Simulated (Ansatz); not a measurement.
# ZrB2: the cost of one run

Method: DFT LDA, scalar-relativistic, plane waves, PAW, in Ansatz 0.2.0.

17 further runs of the same task are left out: 17 set aside as unsound or not needed.

## 1. The structure to begin with

Symmetry: P6/mmm, No. 191, hexagonal system. The conventional cell has a = 3.165 Å, b = 3.165 Å, c = 3.520 Å, α = 90.00°, β = 90.00°, γ = 120.00°. Around Zr (site symmetry 6/mmm) lie 12 B at 2.54 Å. B (site symmetry -6m2) has 3 B at 1.83 Å and 6 Zr at 2.54 Å as nearest neighbours.

As a file:

```cif
data_structure
_symmetry_space_group_name_H-M 'P 1'
_symmetry_Int_Tables_number 1
_cell_length_a 3.1650
_cell_length_b 3.1650
_cell_length_c 3.5200
_cell_angle_alpha 90.000
_cell_angle_beta 90.000
_cell_angle_gamma 120.000
_cell_volume 30.54
loop_
_atom_site_label
_atom_site_type_symbol
_atom_site_fract_x
_atom_site_fract_y
_atom_site_fract_z
_atom_site_occupancy
Zr1 Zr 0.00000 0.00000 0.00000 1
B1 B 0.33333 0.66667 0.50000 1
B2 B 0.66667 0.33333 0.50000 1
```

The structure comes from the Crystallography Open Database.

## 5. Plan of the scan

The energy is mapped over the lattice constants a and c of the conventional cell.

First coordinate, lattice constant a (and b): 7 values from 3.039 to 3.227 Å. Second coordinate, lattice constant c: 7 values from 3.314 to 3.663 Å.

Nothing else is relaxed (symmetry fixes all fractional coordinates). Energies count from the relaxed crystal. Points are written as (first, second).

(The set-up runs are not shown.)

## 6. Point (3.227 Å, 3.547 Å)

input.yaml

```yaml
crystal:
  lattice:
    - [3.2265, 0.0, 0.0]
    - [-1.61325, 2.7942309653, 0.0]
    - [0.0, 0.0, 3.547]
  atoms:
    - { symbol: Zr, position: [0.0, 0.0, 0.0] }
    - { symbol: B, position: [0.3333333333, 0.6666666667, 0.5] }
    - { symbol: B, position: [0.6666666667, 0.3333333333, 0.5] }
basis:
  ecutwfc: 520.0
kpoints:
  mp_grid: { grid: [15, 15, 12] }
hamiltonian:
  xc: lda
  pseudopotentials: { kind: paw }
scf:
  occupations: { method: gaussian, width: 0.15 }
output:
  forces: true
  stress: true
  eigenvalues: true
```

On the command line:

```bash
ansatz run input.yaml --threads 1 --pin off --max-ram 2048MiB --backend cpu --events-out ev --progress --plain --runs-dir out
```

What time and memory should one allow on 1 thread of Arm Neoverse N1, shared host?

About 13 s, with a peak of 0.37 GiB.
